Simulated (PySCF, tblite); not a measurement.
**diethoxymethane (C₅H₁₂O₂): dynamics, then NMR shifts on frames**

Aim: move diethoxymethane (C₅H₁₂O₂) (`CCOCOCC`) away from its starting geometry and see how NMR shifts follow the geometry.

Programs: tblite 0.8.0 and PySCF 2.14.0, with density-fitted response routines of our own. Each step states its level of theory. These are calculated values for one molecule in the gas phase, unless marked as measured. Atoms are numbered from 0 throughout.

## Step 1: The starting structure

19 atoms, charge 0, multiplicity 1; geometry from: GFN2-xTB.

Bonds of the start (Å): C0–C1 1.53, C1–O2 1.42, O2–C3 1.40, C3–O4 1.40, O4–C5 1.42, C5–C6 1.53, C0–H7 1.09, C0–H8 1.09, C0–H9 1.09, C1–H10 1.10, C1–H11 1.09, C3–H12 1.10, C3–H13 1.10, C5–H14 1.10, C5–H15 1.09, C6–H16 1.09, C6–H17 1.09, C6–H18 1.09.

## Step 2: A short Langevin run with GFN2-xTB

The job: settings as JSON, then the geometry in Å.

```
{"job": {"kind": "md", "xc": "GFN2-xTB", "basis": "xTB", "temperature": 200, "steps": 2000, "every": 50, "frames": 5}, "charge": 0, "multiplicity": 1}
C     -3.004287     0.483082    -0.485463
C     -1.751353    -0.251767    -0.952573
O     -0.609513     0.592039    -1.029127
C      0.051143     0.795011     0.183309
O      0.617062    -0.366236     0.710418
C      1.675665    -0.917075    -0.062498
C      3.017253    -0.242585     0.205901
H     -2.903060     0.810266     0.546488
H     -3.178127     1.354582    -1.111779
H     -3.860882    -0.181828    -0.556228
H     -1.535874    -1.100000    -0.291660
H     -1.894721    -0.622171    -1.970912
H     -0.627095     1.160199     0.966761
H      0.807633     1.561967    -0.032934
H      1.421953    -0.856335    -1.127619
H      1.720540    -1.968727     0.231861
H      3.799933    -0.759660    -0.342201
H      3.243440    -0.278316     1.268489
H      3.000485     0.796803    -0.112204
```

With the program's defaults for keys left out, this is: GFN2-xTB Langevin dynamics, gas phase.

The run is started by

```
OMP_NUM_THREADS=1 python probes_run.py task.json out
```

The driver reads the jobs from task.json and runs them one after another.

Output:

```text
t/fs     T/K      E/eV
    0.0   162.5   -678.97413
   25.0   120.5   -678.64783
   50.0   138.1   -678.62612
   75.0   151.6   -678.54183
  100.0   175.1   -678.57896
  125.0   214.7   -678.49533
  150.0   206.8   -678.52532
  175.0   195.6   -678.69219
  200.0   198.7   -678.62191
  225.0   133.1   -678.47202
  250.0   202.5   -678.55350
  275.0   200.7   -678.57788
  300.0   180.2   -678.58099
  325.0   196.3   -678.46490
  350.0   186.9   -678.46430
  375.0   190.1   -678.55279
  400.0   158.9   -678.52037
  425.0   201.1   -678.61234
  450.0   135.0   -678.43073
  475.0   202.4   -678.55494
  500.0   189.0   -678.54093
  525.0   210.9   -678.53524
  550.0   172.9   -678.53133
  575.0   188.1   -678.56609
  600.0   192.6   -678.59692
  625.0   150.3   -678.51992
  650.0   208.7   -678.59589
  675.0   270.0   -678.63274
  700.0   190.9   -678.51193
  725.0   221.9   -678.64733
  750.0   151.9   -678.58260
  775.0   180.3   -678.58863
  800.0   160.5   -678.58823
  825.0   137.9   -678.58292
  850.0   161.3   -678.57821
  875.0   201.8   -678.59275
  900.0   184.8   -678.54847
  925.0   191.5   -678.45940
  950.0   232.4   -678.52503
  975.0   160.1   -678.46942
 1000.0   208.5   -678.55692
```

It took 9.8 s on 1 thread of Intel Xeon Platinum 8488C, shared host; peak memory 0.18 GiB.

Distance from the start (root mean square after alignment): 0 fs 0.00 Å, 200 fs 0.33 Å, 400 fs 0.32 Å, 600 fs 0.77 Å, 800 fs 0.71 Å, 1000 fs 0.69 Å.

Positions (Å) and forces (eV/Å) at 1000 fs:

```xyz
19

C    -2.415    1.296   -1.305    0.516    0.965    0.829
C    -1.213    0.351   -1.421   -0.921   -0.383    1.641
O    -0.056    0.993   -0.903    0.531   -0.185   -1.337
C     0.280    0.985    0.432   -0.595    1.004    0.631
O     0.735   -0.207    0.940    0.019   -0.725   -0.044
C     1.888   -0.718    0.298    0.824   -0.340    0.598
C     3.093    0.202    0.615   -0.401   -0.700    0.335
H    -2.112    2.365   -1.510   -0.344   -1.292   -0.507
H    -3.221    0.911   -1.909   -0.170    0.355   -0.120
H    -2.719    1.365   -0.258   -0.243   -0.327   -0.060
H    -1.450   -0.639   -0.931    0.300    0.846    0.200
H    -1.099    0.068   -2.438    0.804    0.245   -1.068
H    -0.593    1.209    1.085    0.199    0.138   -0.177
H     1.039    1.826    0.524   -0.640   -0.707   -0.035
H     1.732   -0.782   -0.785    0.007   -0.094    0.080
H     2.036   -1.748    0.735   -0.134    0.933   -0.437
H     4.041   -0.265    0.398    0.113   -0.233   -0.098
H     3.057    0.449    1.680    0.066   -0.005   -0.184
H     3.008    1.094    0.031    0.069    0.504   -0.245
```

## Step 3: NMR shieldings: 250 fs, PBE0/pcSseg-1

The job: settings as JSON, then the geometry in Å.

```
{"job": {"kind": "nmr", "xc": "PBE0", "basis": "pcSseg-1", "pop": false}, "charge": 0, "multiplicity": 1}
C     -3.010600    -0.131900    -0.238000
C     -1.899100    -0.794400    -1.005600
O     -0.764800     0.032700    -1.171300
C     -0.111800     0.460900    -0.037800
O      0.519100    -0.533900     0.793600
C      1.536800    -1.219100     0.109200
C      2.917300    -0.635700     0.274800
H     -2.648100     0.183400     0.749900
H     -3.429400     0.688900    -0.825000
H     -3.836000    -0.858400    -0.051100
H     -1.550400    -1.694800    -0.482700
H     -2.207700    -1.120900    -1.994000
H     -0.787000     1.039800     0.636000
H      0.737400     1.172600    -0.291000
H      1.286800    -1.380000    -0.969900
H      1.453500    -2.244100     0.470900
H      3.628900    -1.179300    -0.329300
H      3.118400    -0.576500     1.293400
H      2.868000     0.376900    -0.152200
```

Method: GIAO PBE0/pcSseg-1 NMR shielding, non-relativistic, gas phase.

Output:

```text
coarse grid: 15048 points
cycle   1  E = -347.5566796512  dE =  7.239e-01  |g| = 7.423e-01  |ddm| = 3.569e+00
cycle   2  E = -347.4822629158  dE =  7.442e-02  |g| = 9.959e-01  |ddm| = 1.227e+00
cycle   3  E = -347.6603570870  dE = -1.781e-01  |g| = 8.514e-02  |ddm| = 7.486e-01
cycle   4  E = -347.6614810819  dE = -1.124e-03  |g| = 3.595e-02  |ddm| = 6.833e-02
cycle   5  E = -347.6617567180  dE = -2.756e-04  |g| = 8.165e-03  |ddm| = 2.906e-02
cycle   6  E = -347.6617651182  dE = -8.400e-06  |g| = 4.381e-03  |ddm| = 7.551e-03
cycle   7  E = -347.6617685560  dE = -3.438e-06  |g| = 3.202e-04  |ddm| = 2.958e-03
final grid: 142920 points
cycle   8  E = -347.7259787508  dE = -3.323e-05  |g| = 1.445e-02  |ddm| = 2.503e-02
cycle   9  E = -347.7259437880  dE =  3.496e-05  |g| = 2.026e-02  |ddm| = 1.965e-02
cycle  10  E = -347.7260181801  dE = -7.439e-05  |g| = 1.254e-03  |ddm| = 1.164e-02
cycle  11  E = -347.7260185176  dE = -3.375e-07  |g| = 1.805e-04  |ddm| = 1.122e-03
cycle  12  E = -347.7260185219  dE = -4.337e-09  |g| = 1.145e-04  |ddm| = 1.905e-04
cycle  13  E = -347.7260185242  dE = -2.237e-09  |g| = 2.528e-05  |ddm| = 9.329e-05
cycle  14  E = -347.7260185243  dE = -1.139e-10  |g| = 4.413e-06  |ddm| = 1.923e-05
converged SCF energy = -347.7260185243

GIAO shielding tensors (ppm)
atom      isotropic    diamagn.    paramagn.     s11        s22        s33       span
  0 C      174.607     248.047     -73.441    157.942    176.468    189.409     31.467
  1 C      126.552     245.694    -119.142     90.659    118.531    170.466     79.807
  2 O      274.397     398.865    -124.468    236.632    258.789    327.770     91.138
  3 C       96.721     246.916    -150.195     61.306    100.907    127.950     66.644
  4 O      264.508     399.951    -135.443    220.798    248.408    324.317    103.519
  5 C      128.879     245.802    -116.924     94.628    116.629    175.378     80.750
  6 C      176.519     250.229     -73.710    155.731    184.935    188.891     33.159
  7 H       29.357      30.881      -1.524     24.022     30.501     33.547      9.525
  8 H       30.450      28.425       2.025     26.394     27.693     37.264     10.870
  9 H       30.314      26.633       3.681     26.329     27.527     37.085     10.756
 10 H       27.700      32.200      -4.500     22.083     29.001     32.016      9.933
 11 H       28.082      29.867      -1.785     22.807     28.017     33.424     10.617
 12 H       26.220      32.541      -6.321     21.496     27.439     29.726      8.230
 13 H       25.928      31.744      -5.816     20.035     27.447     30.303     10.268
 14 H       27.509      32.169      -4.659     21.795     29.844     30.889      9.094
 15 H       28.162      30.839      -2.677     22.543     28.356     33.587     11.044
 16 H       31.172      28.341       2.831     26.804     28.193     38.518     11.714
 17 H       31.605      30.482       1.123     27.341     29.442     38.033     10.692
 18 H       30.008      31.057      -1.049     25.056     30.308     34.660      9.604
```

It took 21 s on 1 thread of Intel Xeon Platinum 8488C, shared host; peak memory 0.84 GiB.

Shifts follow as δ = σ(reference) − σ, with reference shieldings (ppm) from runs at the same level and on the same kind of geometry: 1H TMS 31.72, 13C TMS 186.9, 17O H2O 336.1. The references are single molecules in the gas phase, so shifts against H2O, NH3, PH3, H3PO4 or CFCl3 are not on the usual liquid scales and can be off by tens of ppm. Each atom is listed at this fixed geometry, with no averaging over motion; a spectrum would average atoms that exchange fast.

```
atoms                                    environment  σ (ppm)  δ (ppm)
   C3                 sp3 carbon bearing two oxygens     96.7     90.2
   C1                            sp3 CH2 bonded to O    126.6     60.4
   C5                            sp3 CH2 bonded to O    128.9     58.0
   C0                                  methyl carbon    174.6     12.3
   C6                                  methyl carbon    176.5     10.4
  H13  hydrogen on an sp3 carbon bearing two oxygens    25.93     5.79
  H12  hydrogen on an sp3 carbon bearing two oxygens    26.22     5.50
  H14             hydrogen on an sp3 CH2 bonded to O    27.51     4.21
  H10             hydrogen on an sp3 CH2 bonded to O    27.70     4.02
  H11             hydrogen on an sp3 CH2 bonded to O    28.08     3.63
  H15             hydrogen on an sp3 CH2 bonded to O    28.16     3.55
   H7                    hydrogen on a methyl carbon    29.36     2.36
  H18                    hydrogen on a methyl carbon    30.01     1.71
   H9                    hydrogen on a methyl carbon    30.31     1.40
   H8                    hydrogen on a methyl carbon    30.45     1.27
  H16                    hydrogen on a methyl carbon    31.17     0.54
  H17                    hydrogen on a methyl carbon    31.61     0.11
   O4                                   ether oxygen    264.5     71.6
   O2                                   ether oxygen    274.4     61.7
```

## Step 4: NMR shieldings: 425 fs, PBE0/pcSseg-1

The job: settings as JSON, then the geometry in Å.

```
{"job": {"kind": "nmr", "xc": "PBE0", "basis": "pcSseg-1", "pop": false}, "charge": 0, "multiplicity": 1}
C     -3.025600     0.029300    -0.287300
C     -1.779600    -0.819300    -0.721800
O     -0.635900     0.048300    -0.921800
C      0.113100     0.235300     0.238100
O      0.615100    -0.941200     0.819900
C      1.741800    -1.467200     0.142700
C      3.045300    -0.788300     0.562400
H     -2.668100     0.974100     0.058200
H     -3.742600     0.119600    -1.091600
H     -3.551200    -0.413900     0.576000
H     -1.486400    -1.550500     0.054400
H     -1.928900    -1.180500    -1.756800
H     -0.480100     0.635500     1.089100
H      0.911400     0.955000     0.006400
H      1.577700    -1.398200    -0.904500
H      1.737000    -2.529900     0.450600
H      3.891900    -1.338500     0.056600
H      3.141800    -0.786400     1.641500
H      3.072800     0.203700     0.112200
```

Level: GIAO PBE0/pcSseg-1 NMR shielding, non-relativistic, gas phase.

Output:

```text
coarse grid: 15048 points
cycle   1  E = -347.5556670903  dE =  6.236e-01  |g| = 7.449e-01  |ddm| = 3.543e+00
cycle   2  E = -347.4731684837  dE =  8.250e-02  |g| = 1.020e+00  |ddm| = 1.244e+00
cycle   3  E = -347.6595779480  dE = -1.864e-01  |g| = 8.374e-02  |ddm| = 7.682e-01
cycle   4  E = -347.6606975370  dE = -1.120e-03  |g| = 3.451e-02  |ddm| = 6.733e-02
cycle   5  E = -347.6609768773  dE = -2.793e-04  |g| = 5.035e-03  |ddm| = 2.752e-02
cycle   6  E = -347.6609818378  dE = -4.961e-06  |g| = 1.661e-03  |ddm| = 4.176e-03
final grid: 142920 points
cycle   7  E = -347.7262636528  dE = -2.896e-05  |g| = 1.478e-02  |ddm| = 2.535e-02
cycle   8  E = -347.7262223015  dE =  4.135e-05  |g| = 2.133e-02  |ddm| = 2.038e-02
cycle   9  E = -347.7263043969  dE = -8.210e-05  |g| = 1.303e-03  |ddm| = 1.238e-02
cycle  10  E = -347.7263047591  dE = -3.621e-07  |g| = 2.095e-04  |ddm| = 1.119e-03
cycle  11  E = -347.7263047646  dE = -5.589e-09  |g| = 1.326e-04  |ddm| = 2.186e-04
cycle  12  E = -347.7263047677  dE = -3.005e-09  |g| = 2.449e-05  |ddm| = 1.035e-04
cycle  13  E = -347.7263047678  dE = -1.082e-10  |g| = 4.966e-06  |ddm| = 1.940e-05
converged SCF energy = -347.7263047678

GIAO shielding tensors (ppm)
atom      isotropic    diamagn.    paramagn.     s11        s22        s33       span
  0 C      169.966     249.008     -79.042    142.706    173.110    194.084     51.378
  1 C      121.880     246.373    -124.493     83.048    115.810    166.781     83.733
  2 O      247.134     399.942    -152.808    211.652    227.875    301.876     90.224
  3 C       95.767     247.240    -151.473     67.143    100.046    120.112     52.969
  4 O      261.948     400.330    -138.382    221.423    259.567    304.852     83.428
  5 C      124.302     245.557    -121.255     89.768    113.799    169.339     79.571
  6 C      169.861     248.075     -78.214    147.762    176.281    185.541     37.779
  7 H       30.965      31.599      -0.634     26.623     30.962     35.308      8.685
  8 H       30.208      28.529       1.679     26.108     27.975     36.541     10.433
  9 H       30.202      28.717       1.485     25.939     28.009     36.659     10.720
 10 H       26.658      31.377      -4.719     20.659     29.103     30.212      9.553
 11 H       27.275      30.345      -3.071     21.709     27.804     32.312     10.603
 12 H       26.807      32.930      -6.123     21.302     27.849     31.271      9.968
 13 H       26.887      33.211      -6.324     21.477     28.317     30.866      9.389
 14 H       28.524      32.966      -4.442     22.838     30.361     32.374      9.536
 15 H       27.807      29.814      -2.007     22.068     28.187     33.167     11.098
 16 H       29.998      25.923       4.075     26.078     27.071     36.844     10.766
 17 H       30.426      28.719       1.707     26.571     28.299     36.408      9.837
 18 H       29.918      30.773      -0.856     25.286     29.961     34.505      9.219
```

Wall time 20 s (1 thread of Intel Xeon Platinum 8488C, shared host); peak memory 0.93 GiB.

Key values: δ C3 91.2, C1 65.0, C5 62.6, C6 17.1, H10 5.06, H12 4.91 ppm.

## Step 5: NMR shieldings: 625 fs, PBE0/pcSseg-1

The job: settings as JSON, then the geometry in Å.

```
{"job": {"kind": "nmr", "xc": "PBE0", "basis": "pcSseg-1", "pop": false}, "charge": 0, "multiplicity": 1}
C     -2.596800     1.063600    -0.573200
C     -1.614100    -0.051400    -0.751500
O     -0.242800     0.382000    -0.703600
C      0.294200     0.475900     0.635000
O      0.855400    -0.726000     1.081100
C      1.893500    -1.165700     0.241900
C      3.179500    -0.397200     0.488100
H     -2.449200     1.870300    -1.320700
H     -3.626000     0.707900    -0.700800
H     -2.372000     1.463000     0.380600
H     -1.691700    -0.833000    -0.000800
H     -1.808800    -0.453600    -1.776300
H     -0.576600     0.562800     1.316400
H      0.992600     1.274500     0.623200
H      1.528800    -1.148400    -0.804500
H      2.051100    -2.235300     0.539900
H      4.010700    -0.834800    -0.004300
H      3.415400    -0.257300     1.576800
H      3.086500     0.638700     0.124700
```

Level: GIAO PBE0/pcSseg-1 NMR shielding, non-relativistic, gas phase.

Output:

```text
coarse grid: 15048 points
cycle   1  E = -347.5510604767  dE =  6.803e-01  |g| = 7.547e-01  |ddm| = 3.551e+00
cycle   2  E = -347.4637692831  dE =  8.729e-02  |g| = 1.040e+00  |ddm| = 1.289e+00
cycle   3  E = -347.6584363486  dE = -1.947e-01  |g| = 8.970e-02  |ddm| = 7.997e-01
cycle   4  E = -347.6597226478  dE = -1.286e-03  |g| = 3.790e-02  |ddm| = 7.289e-02
cycle   5  E = -347.6600336767  dE = -3.110e-04  |g| = 8.464e-03  |ddm| = 3.032e-02
cycle   6  E = -347.6600425527  dE = -8.876e-06  |g| = 4.690e-03  |ddm| = 8.079e-03
cycle   7  E = -347.6600464862  dE = -3.934e-06  |g| = 3.509e-04  |ddm| = 3.177e-03
final grid: 142920 points
cycle   8  E = -347.7248152805  dE = -3.139e-05  |g| = 1.463e-02  |ddm| = 2.566e-02
cycle   9  E = -347.7247761412  dE =  3.914e-05  |g| = 2.093e-02  |ddm| = 1.980e-02
cycle  10  E = -347.7248556351  dE = -7.949e-05  |g| = 1.386e-03  |ddm| = 1.202e-02
cycle  11  E = -347.7248560483  dE = -4.132e-07  |g| = 1.960e-04  |ddm| = 1.261e-03
cycle  12  E = -347.7248560531  dE = -4.853e-09  |g| = 1.321e-04  |ddm| = 2.280e-04
cycle  13  E = -347.7248560561  dE = -2.958e-09  |g| = 2.687e-05  |ddm| = 1.005e-04
cycle  14  E = -347.7248560562  dE = -1.319e-10  |g| = 5.427e-06  |ddm| = 2.240e-05
converged SCF energy = -347.7248560562

GIAO shielding tensors (ppm)
atom      isotropic    diamagn.    paramagn.     s11        s22        s33       span
  0 C      169.583     250.351     -80.768    146.154    176.354    186.242     40.088
  1 C      117.120     244.698    -127.578     81.391    101.386    168.581     87.190
  2 O      249.419     400.068    -150.649    206.052    262.396    279.808     73.756
  3 C       90.815     246.533    -155.718     59.294     93.834    119.318     60.024
  4 O      254.060     399.959    -145.899    203.919    238.930    319.331    115.411
  5 C      126.723     244.453    -117.730     94.082    119.339    166.748     72.666
  6 C      173.289     248.195     -74.905    148.647    181.561    189.660     41.012
  7 H       29.980      29.240       0.740     26.397     28.092     35.452      9.055
  8 H       30.531      27.938       2.594     26.366     27.643     37.585     11.218
  9 H       30.896      31.601      -0.704     26.021     31.293     35.374      9.354
 10 H       28.023      32.352      -4.329     22.209     29.282     32.579     10.370
 11 H       27.289      30.117      -2.828     21.796     27.911     32.160     10.364
 12 H       26.659      32.256      -5.596     20.508     28.553     30.917     10.409
 13 H       26.990      33.527      -6.536     21.561     28.930     30.480      8.919
 14 H       26.890      31.351      -4.461     21.587     28.772     30.313      8.726
 15 H       27.489      29.176      -1.687     22.010     27.480     32.977     10.968
 16 H       31.451      27.981       3.470     27.317     28.397     38.638     11.321
 17 H       29.945      27.788       2.157     26.232     27.486     36.118      9.886
 18 H       29.817      30.781      -0.964     25.064     29.890     34.496      9.432
```

It took 21 s on 1 thread of Intel Xeon Platinum 8488C, shared host; peak memory 0.92 GiB.

In short: δ C3 96.1, C1 69.8, C5 60.2, C0 17.3, H12 5.06, H14 4.83 ppm.

(Part 1 of 2 ends here.)
